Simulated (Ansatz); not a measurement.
# C3H9InO: a ladder of functionals and wavefunction methods

An exercise on one series of results from a longer session: the logs are not shown, and one member is left open.

Program: Ansatz 0.2.0, Gaussian basis. Level of theory: functionals in def2-TZVPP, the program's frozen cores in correlated methods. These are calculated values, not measurements.

The runs, in order: LDA (SPW92), PBE-D4, revPBE-D4, BLYP-D4, r2SCAN-D4, B97M-V, PBE0-D4, B3LYP-D4, r2SCANh-D4, r2SCAN0-D4, HSE06-D4, BHLYP-D4, CAM-B3LYP-D4, LC-ωPBE, ωB97X-V, ωB97M-V, B2PLYP, PBE-QIDH; CCSD(T)/def2-SVP; MP2/def2-TZVPP; MP2/def2-QZVPP; RPA on PBE.

**The relaxed structure**

All runs share one geometry, relaxed beforehand with PBE0-D4 in a triple-zeta def2 set. In takes the def2 core potential; no spin-orbit term is included.

SMILES `C[O][In]([CH3])[CH3]`, 14 atoms, charge 0, spin multiplicity 1.

Atoms are counted from 1 here; the program's logs count them from 0.

Bond lengths: C1–O2 1.393 Å, C1–H6 1.099 Å, C1–H7 1.102 Å, C1–H8 1.099 Å, O2–In3 2.005 Å, In3–C4 2.144 Å, In3–C5 2.135 Å, C4–H9 1.090 Å, C4–H10 1.091 Å, C4–H11 1.091 Å, C5–H12 1.090 Å, C5–H13 1.091 Å, C5–H14 1.091 Å. Angles: O2–C1–H6 110.8°, O2–C1–H7 113.9°, O2–C1–H8 110.8°, H6–C1–H7 107.0°, H6–C1–H8 107.1°, H7–C1–H8 107.0°, C1–O2–In3 124.6°, O2–In3–C4 111.8°, O2–In3–C5 108.5°, C4–In3–C5 139.7°, In3–C4–H9 111.5°, In3–C4–H10 109.5°, In3–C4–H11 109.4°, H9–C4–H10 109.1°, H9–C4–H11 109.1°, H10–C4–H11 108.2°, In3–C5–H12 108.4°, In3–C5–H13 110.7° and more.

The first run:

Contents of in.yaml:

```yaml
crystal:
  periodic: [false, false, false]
  atoms:
    - {symbol: C, position_ang: [-1.733228, 0.939028, 1.363983]}
    - {symbol: O, position_ang: [-0.694698, 0.010107, 1.366944]}
    - {symbol: In, position_ang: [0.502904, -0.361946, -0.197233]}
    - {symbol: C, position_ang: [-0.006088, 0.844250, -1.894942]}
    - {symbol: C, position_ang: [1.909209, -1.864236, 0.370168]}
    - {symbol: H, position_ang: [-1.574191, 1.703872, 2.137204]}
    - {symbol: H, position_ang: [-1.854402, 1.470498, 0.406146]}
    - {symbol: H, position_ang: [-2.693194, 0.450819, 1.583631]}
    - {symbol: H, position_ang: [0.634050, 0.622333, -2.748212]}
    - {symbol: H, position_ang: [-1.045971, 0.662354, -2.171387]}
    - {symbol: H, position_ang: [0.098241, 1.899157, -1.635537]}
    - {symbol: H, position_ang: [1.700392, -2.161133, 1.397535]}
    - {symbol: H, position_ang: [1.828586, -2.734507, -0.282639]}
    - {symbol: H, position_ang: [2.928371, -1.480588, 0.304330]}
basis:
  gaussian: {orbitals: def2-TZVPP}
hamiltonian: {xc: lda}
output: {orbitals: {seedname: orbitals}}
```

Command:

```
> ansatz run in.yaml --threads 4 --pin off --events-out ev --progress --plain --max-ram 10444MiB
```

Steps of the session up to this table: LDA; PBE-D4 (GGA); revPBE-D4 (GGA); BLYP-D4 (GGA); r2SCAN-D4 (meta-GGA); B97M-V (meta-GGA); B3LYP-D4 (hybrid); r2SCANh-D4 (hybrid); r2SCAN0-D4 (hybrid); HSE06-D4 (hybrid); BHLYP-D4 (hybrid); CAM-B3LYP-D4 (range-separated); LC-ωPBE (range-separated); ωB97X-V (range-separated); ωB97M-V (range-separated); B2PLYP (double hybrid); PBE-QIDH (double hybrid).

One table of the session follows, with a row left open; its other results are not shown here.

It belongs to the step «Orbital energies across the functionals». 

```
  functional  HOMO (eV)  gap (eV)
 LDA (SPW92)      -5.63      3.93
      PBE-D4      -5.46      4.00
   revPBE-D4      -5.38      4.04
     BLYP-D4      -5.38      3.94
   r2SCAN-D4      -5.71      4.52
      B97M-V      -5.83      4.36
     PBE0-D4          ?         ?
    B3LYP-D4      -6.68      5.63
  r2SCANh-D4      -6.26      5.31
  r2SCAN0-D4      -7.09      6.49
    HSE06-D4      -6.48      5.37
    BHLYP-D4      -8.32      8.15
CAM-B3LYP-D4      -8.35      8.34
     LC-ωPBE      -9.68     10.76
     ωB97X-V      -9.36     10.28
     ωB97M-V      -9.31      9.85
```

Estimate the missing values for PBE0-D4.

As computed: HOMO (eV): -6.89; gap (eV): 6.13. In the column «HOMO (eV)» it lies between r2SCAN0-D4 (-7.09) and B3LYP-D4 (-6.68).
